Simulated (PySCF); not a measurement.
The system is NCAlCl2, in a box.

```xyz
5
Lattice="13.0000 0.0000 0.0000 0.0000 13.0000 0.0000 0.0000 0.0000 12.0000" Properties=species:S:1:pos:R:3 pbc="T T T"
N     8.2465    4.6339    7.3312
C     7.5753    5.3098    6.6817
Al    6.4647    6.4322    5.6041
Cl    4.7794    5.6197    4.7368
Cl    6.9993    8.4081    5.3546
```

Base run:

* Program: PySCF 2.14.0
* Functional: PBE
* Potentials or basis: 6-31g* (all-electron)
* k mesh: 1 × 1 × 1
* Occupations: fixed
* Spin: no spin polarisation

Its results: gap between the frontier levels 5.30 eV.

After a change of settings the same cell gave: gap between the frontier levels 6.08 eV. Which change was it?
A. functional from PBE to M06; dispersion from none to D3
B. functional from PBE to HSE06; dispersion from none to D4
C. functional from PBE to B3PW91; dispersion from none to D3
D. functional from PBE to HLE16

D.

Caveats: this is a molecule in a periodic box at the Γ point, so its band gap is the HOMO-LUMO gap; the basis of atomic orbitals isn't converged, which shifts pressures, moduli and gaps.
